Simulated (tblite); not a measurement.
# C32B2N2: the cost of one run

Programs: tblite 0.8.0 and PySCF 2.14.0, with routines of our own; each step states its level. All values are computed. Atoms count from 0.

### 1 The system as given

36 atoms, charge 0, multiplicity 1; geometry from: force field, distance geometry or constructed start.

### 2 Optimising the geometry with GFN2-xTB

Job settings and geometry (Å):

```
{"job": {"kind": "relax", "xc": "GFN2-xTB", "basis": "xTB"}, "charge": 0, "multiplicity": 1}
C     -0.771900     0.539900    -3.004200
C     -0.915100    -0.843300    -2.690500
C      0.417300    -1.402700    -2.615800
C      1.325600    -0.294000    -2.526500
C      0.602400     0.893600    -2.833100
C      0.660300     2.020300    -1.960100
C     -0.683800     2.370300    -1.602500
C     -1.524100     1.295200    -2.038000
C     -2.045000     0.370500    -1.074800
C     -1.768300    -0.955400    -1.533600
B     -1.588500    -2.096400    -0.609600
B     -0.302400    -2.864200    -0.682000
C      0.732000    -2.323700    -1.565000
C      1.804800    -1.759000    -0.802200
C      1.998300    -0.408200    -1.260600
N      1.868500     0.644900    -0.301800
C      1.411600     1.937200    -0.731200
C      0.690400     2.735200     0.221100
C     -0.683500     2.740500    -0.213300
C     -1.399800     1.936300     0.741100
C     -1.938900     0.673800     0.328500
C     -1.992900    -0.411700     1.267000
C     -1.790800    -1.753600     0.812600
C     -0.731300    -2.328600     1.575100
C      0.295500    -2.735800     0.659900
C      1.513400    -1.996800     0.587600
C      1.774600    -0.952400     1.540900
C      2.055600     0.373100     1.082000
C      1.536600     1.292900     2.043900
C      0.693600     2.369000     1.608900
C     -0.651400     2.021500     1.962800
C     -1.319800    -0.296900     2.526900
N     -0.393900    -1.362700     2.551500
C      0.922400    -0.847200     2.693800
C      0.786500     0.543600     3.005800
C     -0.594400     0.897200     2.840000
```

On the command line:

```
> OMP_NUM_THREADS=2 python large_run.py task.json out
```

The driver reads the jobs from task.json and runs them one after another.

**Question.** How long does this first job take on 2 threads of Intel Xeon at 2.50GHz, shared host, and how much memory does it need?

About 12 s, with a peak of 0.16 GiB.
